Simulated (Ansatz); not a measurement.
# MnCuAs: the cost of one run

Computed with Ansatz 0.2.0 (DFT LDA, scalar-relativistic, plane waves, PAW, unless a step's input says otherwise).

## 1. The starting structure

It takes space group P4/nmm (No. 129, tetragonal). The conventional cell has a = 3.491 Å, b = 3.491 Å, c = 6.269 Å, α = 90.00°, β = 90.00°, γ = 90.00°. Around Mn (site symmetry 4mm) lie 5 As at 2.31 to 2.51 Å. Cu (site symmetry -4m2) has 4 Cu at 2.47 Å and 4 As at 2.47 Å and 4 Mn at 2.82 Å as nearest neighbours. Around As (site symmetry 4mm) lie 5 Mn at 2.31 to 2.51 Å and 4 Cu at 2.47 Å.

Structure file:

```cif
data_structure
_symmetry_space_group_name_H-M 'P4/nmm:1'
_symmetry_Int_Tables_number 129
_cell_length_a 3.4908
_cell_length_b 3.4908
_cell_length_c 6.2689
_cell_angle_alpha 90.000
_cell_angle_beta 90.000
_cell_angle_gamma 90.000
_cell_volume 76.39
loop_
_atom_site_label
_atom_site_type_symbol
_atom_site_symmetry_multiplicity
_atom_site_Wyckoff_symbol
_atom_site_fract_x
_atom_site_fract_y
_atom_site_fract_z
_atom_site_occupancy
Mn1 Mn 2 c 0.00000 0.50000 0.14726 1
Cu1 Cu 2 b 0.00000 0.00000 0.50000 1
As1 As 2 c 0.00000 0.50000 0.77886 1
```

The moments start at Mn 2.73, -2.73 μB.

## 2. A single point with the electronic structure

input.yaml

```yaml
crystal:
  lattice:
    - [3.4907677488, 0.0, 0.0]
    - [0.0, 3.4907677488, 0.0]
    - [0.0, 0.0, 6.2689323934]
  atoms:
    - { symbol: Mn, position: [0.0, 0.5, 0.1472583765], spin: 2.73 }
    - { symbol: Mn, position: [0.5, 0.0, 0.8527412755], spin: -2.73 }
    - { symbol: Cu, position: [0.0, 0.0, 0.5000002011] }
    - { symbol: Cu, position: [0.5, 0.5, 0.5000002011] }
    - { symbol: As, position: [0.0, 0.5, 0.7788615884] }
    - { symbol: As, position: [0.5, 0.0, 0.2211383573] }
basis:
  ecutwfc: 420
  ecutrho_ratio: 4
kpoints:
  mp_grid: { grid: [12, 12, 6] }
  band_path:
    path:
      - [[0.0, 0.0, 0.0], [0.0, 0.5, 0.0], [0.5, 0.5, 0.0], [0.0, 0.0, 0.0], [0.0, 0.0, 0.5], [0.0, 0.5, 0.5], [0.5, 0.5, 0.5], [0.0, 0.0, 0.5]]
      - [[0.0, 0.5, 0.0], [0.0, 0.5, 0.5]]
      - [[0.5, 0.5, 0.0], [0.5, 0.5, 0.5]]
    npoints: 14
hamiltonian:
  xc: lda
scf:
  occupations: { method: gaussian, width: 0.05 }
  lower_state_search: "off"
  n_extra_bands: 30
output:
  forces: true
  stress: true
  eigenvalues: true
  populations: true
  dos: { projected: true, de: 0.02, nscf_kmesh: { grid: [18, 18, 9] } }
  bader: true
magnetization:
  spin_polarized: true
checkpoint:
  read: start.run
  write: ck
  compress: false
  write_wavefunctions: false
  write_every: 100000
```

start.run is the folder with the converged state of an earlier run on this cell.

The run is started by

```console
$ ansatz run input.yaml --threads 4 --pin off --max-ram 10240MiB --backend cpu --events-out ev --progress --plain --runs-dir out
```

Q: Estimate wall time and peak memory on 4 threads of Arm Neoverse V2, shared host.

About 2.3 min, with a peak of 2 GiB.
